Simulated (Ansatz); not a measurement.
# AlH9N2Si: a barrier at many levels of theory

Aim: the barrier and energy of one elementary step (Al1–H6 formed, Si2–H5 formed, Al1–Si2 broken, H5–H6 broken) from LDA up to coupled cluster, on fixed structures, to see where each rung fails.

Program: Ansatz 0.2.0, Gaussian basis. Level of theory: single points in def2-TZVPP on PBE0-D4/def2-TZVP structures. These are calculated values, not measurements.

Levels: SPW92, PBE-D4, BLYP-D4, r2SCAN-D4, B97M-V, PBE0-D4, B3LYP-D4, r2SCAN0-D4, BHLYP-D4, CAM-B3LYP-D4, wB97X-V, wB97M-V, B2PLYP, PBE-QIDH, RPA on PBE, Hartree-Fock, MP2, CCSD, CCSD(T). The reference is CCSD(T) at the basis limit, from triple and quadruple zeta. Zero-point energies come from PBE0-D4 vibrations.

Correlated methods freeze the cores. B3LYP uses VWN-RPA correlation. B2PLYP carries no dispersion term here.

23 further runs of the same task are left out: 23 set aside as unsound or not needed.

### Step 1. Start, saddle and end, as given

Charge 0, multiplicity 1. The folders r, ts and p hold the start, the saddle and the end; their coordinates stand in the first inputs.

```csv
pair,r (Å),ts (Å),p (Å)
Al1–H6,3.274,1.731,1.580
Si2–H5,3.918,1.918,1.493
Al1–Si2,2.445,2.669,3.414
H5–H6,0.748,1.097,2.838
```

### Step 2. wB97M-V/def2-TZVPP

Input file r/in.yaml:

```yaml
crystal:
  periodic: [false, false, false]
  atoms:
    - {symbol: Al, position_ang: [-0.241513, -0.697356, -0.014163]}
    - {symbol: Si, position_ang: [1.753934, 0.361692, 0.920160]}
    - {symbol: N, position_ang: [-1.344765, -1.624301, 1.014146]}
    - {symbol: N, position_ang: [-0.597851, -0.509607, -1.739717]}
    - {symbol: H, position_ang: [-0.628654, 3.030160, -0.677534]}
    - {symbol: H, position_ang: [-0.786439, 2.375992, -1.003763]}
    - {symbol: H, position_ang: [2.581338, 1.005297, -0.141326]}
    - {symbol: H, position_ang: [1.405726, 1.427330, 1.904801]}
    - {symbol: H, position_ang: [2.635874, -0.607533, 1.633733]}
    - {symbol: H, position_ang: [-2.187370, -2.088477, 0.716316]}
    - {symbol: H, position_ang: [-1.208822, -1.759618, 2.002371]}
    - {symbol: H, position_ang: [0.007999, -0.024745, -2.381412]}
    - {symbol: H, position_ang: [-1.389357, -0.888732, -2.233712]}
basis:
  gaussian: {orbitals: def2-TZVPP}
hamiltonian: {xc: {name: wB97M-V}}
```

Input file ts/in.yaml:

```yaml
crystal:
  periodic: [false, false, false]
  atoms:
    - {symbol: Al, position_ang: [-0.685877, -0.081084, -0.339113]}
    - {symbol: Si, position_ang: [1.587750, 0.663274, 0.843449]}
    - {symbol: N, position_ang: [-1.464139, -1.002150, 0.955164]}
    - {symbol: N, position_ang: [-0.500651, -0.591374, -2.022866]}
    - {symbol: H, position_ang: [-0.005101, 1.401470, 0.071494]}
    - {symbol: H, position_ang: [-0.959607, 1.626264, -0.420553]}
    - {symbol: H, position_ang: [2.593385, 1.450212, 0.077397]}
    - {symbol: H, position_ang: [1.541753, 1.183527, 2.239408]}
    - {symbol: H, position_ang: [2.078061, -0.748550, 0.910394]}
    - {symbol: H, position_ang: [-2.397144, -1.374079, 0.886119]}
    - {symbol: H, position_ang: [-1.133474, -1.065276, 1.902714]}
    - {symbol: H, position_ang: [-0.496380, 0.035982, -2.809131]}
    - {symbol: H, position_ang: [-0.158474, -1.498115, -2.294578]}
basis:
  gaussian: {orbitals: def2-TZVPP}
hamiltonian: {xc: {name: wB97M-V}}
```

Input file p/in.yaml:

```yaml
crystal:
  periodic: [false, false, false]
  atoms:
    - {symbol: Al, position_ang: [-1.279387, 0.176017, -0.595710]}
    - {symbol: Si, position_ang: [1.728077, 0.637998, 0.953413]}
    - {symbol: N, position_ang: [-1.211775, -0.732747, 0.930659]}
    - {symbol: N, position_ang: [-0.710551, -0.590665, -2.086388]}
    - {symbol: H, position_ang: [0.811927, 1.327955, -0.001878]}
    - {symbol: H, position_ang: [-1.939890, 1.610478, -0.634190]}
    - {symbol: H, position_ang: [3.051609, 1.311593, 0.847556]}
    - {symbol: H, position_ang: [1.218759, 0.781255, 2.336717]}
    - {symbol: H, position_ang: [1.880771, -0.785015, 0.571486]}
    - {symbol: H, position_ang: [-0.912526, -1.688192, 1.035660]}
    - {symbol: H, position_ang: [-1.606386, -0.399400, 1.794881]}
    - {symbol: H, position_ang: [-0.732523, -0.143857, -2.988016]}
    - {symbol: H, position_ang: [-0.298002, -1.505317, -2.164290]}
basis:
  gaussian: {orbitals: def2-TZVPP}
hamiltonian: {xc: {name: wB97M-V}}
```

The command line of these runs was not kept.

After this run come: CCSD(T)/def2-TZVPP; MP2/def2-QZVPP; Vibrations of the start structure; Vibrations of the end structure.

Q: Predict the outcome of this session. Wanted: barrier, CCSD(T)/CBS; reverse barrier, CCSD(T)/CBS; step energy, CCSD(T)/CBS; barrier with zero-point energy; step energy with zero-point energy; imaginary mode at the saddle; largest T1 diagnostic.

**Answer**, as computed:

```
                          quantity          value
              barrier, CCSD(T)/CBS  38.7 kcal/mol
      reverse barrier, CCSD(T)/CBS  43.1 kcal/mol
          step energy, CCSD(T)/CBS  -4.4 kcal/mol
    barrier with zero-point energy  39.3 kcal/mol
step energy with zero-point energy  -2.3 kcal/mol
      imaginary mode at the saddle     1158i cm⁻¹
             largest T1 diagnostic          0.012
```

**Reading.** The functionals run from B2PLYP, off by -0.4 kcal/mol, to SPW92, off by -15.2 kcal/mol, against CCSD(T)/CBS. wB97X-V is as near within the digits shown. Mean unsigned error by rung: LDA 15.2, GGA 6.2, meta-GGA 7.3, hybrid 3.4, range-separated hybrid 1.2, double hybrid 1.1 kcal/mol. PBE-D4 gives a barrier 8.0 kcal/mol too low, outside chemical accuracy (1 kcal/mol). Every functional without exact exchange puts the barrier too low, the usual mark of self-interaction error, which favours the spread-out density of a saddle. The barrier rises with the share of exact exchange, from BLYP-D4 through B3LYP-D4 to BHLYP-D4 (-4.4, -2.8, +0.6 kcal/mol). Hartree-Fock, with no correlation, is off by +10.6 kcal/mol. Zero-point motion raises the barrier by 0.6 kcal/mol.
